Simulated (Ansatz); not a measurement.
**C2H6B2O: one species, many methods**

An exercise on one series of results from a longer session: the logs are not shown, and one member is left open.

Method: functionals in def2-TZVPP, the program's frozen cores in correlated methods; program: Ansatz 0.2.0, Gaussian basis.

Plan: LDA (SPW92), PBE-D4, revPBE-D4, BLYP-D4, r2SCAN-D4, B97M-V, PBE0-D4, B3LYP-D4, r2SCANh-D4, r2SCAN0-D4, HSE06-D4, BHLYP-D4, CAM-B3LYP-D4, LC-ωPBE, ωB97X-V, ωB97M-V, B2PLYP, PBE-QIDH; CCSD(T)/def2-SVP; CCSD(T)/def2-TZVPP; MP2/def2-QZVPP; extrapolation to the limit; RPA on PBE.

## The relaxed structure

All runs share one geometry, relaxed beforehand with PBE0-D4 in a triple-zeta def2 set.

11 atoms, charge 0, spin multiplicity 1.

Atoms are counted from 1 here; the program's logs count them from 0.

Bond lengths: B1–C2 1.451 Å, B1–B4 1.757 Å, B1–H6 1.304 Å, B1–H7 1.184 Å, C2–C3 1.515 Å, C2–B4 1.709 Å, C2–H8 1.085 Å, C3–B4 1.552 Å, C3–H9 1.085 Å, C3–H10 1.088 Å, B4–O5 1.372 Å, B4–H6 1.410 Å, O5–H11 0.959 Å. Angles: C2–B1–B4 63.6°, C2–B1–H6 105.8°, C2–B1–H7 140.0°, B4–B1–H6 52.3°, B4–B1–H7 141.9°, H6–B1–H7 114.0°, B1–C2–C3 112.2°, B1–C2–B4 67.0°, B1–C2–H8 124.5°, C3–C2–B4 57.2°, C3–C2–H8 120.9°, B4–C2–H8 132.3°, C2–C3–B4 67.7°, C2–C3–H9 115.7°, C2–C3–H10 115.6°, B4–C3–H9 121.7°, B4–C3–H10 117.0°, H9–C3–H10 112.2° and more.

As a file:

```mol
C2H6B2O
  3D, bonds by distance, orders not assigned

 11 13  0  0  0  0  0  0  0  0999 V2000
   -1.3212    0.5335    0.2911 B   0  0
   -0.3816   -0.3283    0.9836 C   0  0
    1.0557   -0.0176    0.6187 C   0  0
    0.1089    0.0530   -0.6089 B   0  0
    0.1170   -0.4474   -1.8864 O   0  0
   -0.6025    1.2661   -0.5142 H   0  0
   -2.4885    0.6908    0.1716 H   0  0
   -0.6449   -1.2659    1.4613 H   0  0
    1.4729    0.8773    1.0692 H   0  0
    1.7439   -0.8594    0.6633 H   0  0
    1.0056   -0.5590   -2.2286 H   0  0
  1  2  8  0
  1  4  8  0
  1  6  8  0
  1  7  8  0
  2  3  8  0
  2  4  8  0
  2  8  8  0
  3  4  8  0
  3  9  8  0
  3 10  8  0
  4  5  8  0
  4  6  8  0
  5 11  8  0
M  END
```

The first run:

Input file in.yaml:

```yaml
crystal:
  periodic: [false, false, false]
  atoms:
    - {symbol: B, position_ang: [-1.321154, 0.533510, 0.291057]}
    - {symbol: C, position_ang: [-0.381577, -0.328316, 0.983558]}
    - {symbol: C, position_ang: [1.055710, -0.017595, 0.618699]}
    - {symbol: B, position_ang: [0.108933, 0.052973, -0.608929]}
    - {symbol: O, position_ang: [0.116986, -0.447389, -1.886447]}
    - {symbol: H, position_ang: [-0.602483, 1.266114, -0.514171]}
    - {symbol: H, position_ang: [-2.488488, 0.690769, 0.171576]}
    - {symbol: H, position_ang: [-0.644938, -1.265882, 1.461281]}
    - {symbol: H, position_ang: [1.472882, 0.877338, 1.069199]}
    - {symbol: H, position_ang: [1.743902, -0.859448, 0.663328]}
    - {symbol: H, position_ang: [1.005629, -0.558974, -2.228552]}
basis:
  gaussian: {orbitals: def2-TZVPP}
hamiltonian: {xc: lda}
output: {orbitals: {seedname: orbitals}}
```

Launch:

```console
$ ansatz run in.yaml --threads 2 --pin off --events-out ev --progress --plain --max-ram 4352MiB
```

Among the steps run: LDA; PBE-D4 (GGA); revPBE-D4 (GGA); BLYP-D4 (GGA); r2SCAN-D4 (meta-GGA); B97M-V (meta-GGA); PBE0-D4 (hybrid); B3LYP-D4 (hybrid); r2SCANh-D4 (hybrid); r2SCAN0-D4 (hybrid); HSE06-D4 (hybrid); BHLYP-D4 (hybrid); CAM-B3LYP-D4 (range-separated); LC-ωPBE (range-separated); ωB97X-V (range-separated); ωB97M-V (range-separated); B2PLYP (double hybrid); PBE-QIDH (double hybrid).

One table of the session follows, with a row left open; its other results are not shown here.

It belongs to the step «Frontier levels by functional». 

| functional | HOMO (eV) | gap (eV) |
| --- | --- | --- |
| LDA (SPW92) | -6.21 | 4.48 |
| PBE-D4 | -6.05 | 4.54 |
| revPBE-D4 | ? | ? |
| BLYP-D4 | -5.89 | 4.53 |
| r2SCAN-D4 | -6.21 | 4.98 |
| B97M-V | -6.27 | 5.02 |
| PBE0-D4 | -7.17 | 6.59 |
| B3LYP-D4 | -6.95 | 6.16 |
| r2SCANh-D4 | -6.64 | 5.74 |
| r2SCAN0-D4 | -7.28 | 6.87 |
| HSE06-D4 | -6.77 | 5.81 |
| BHLYP-D4 | -8.13 | 8.54 |
| CAM-B3LYP-D4 | -8.47 | 8.96 |
| LC-ωPBE | -9.82 | 11.44 |
| ωB97X-V | -9.45 | 10.99 |
| ωB97M-V | -9.36 | 10.68 |

Estimate the missing values for revPBE-D4.

As computed: HOMO (eV): -5.99; gap (eV): 4.57. In the column «HOMO (eV)» it lies between PBE-D4 (-6.05) and BLYP-D4 (-5.89).
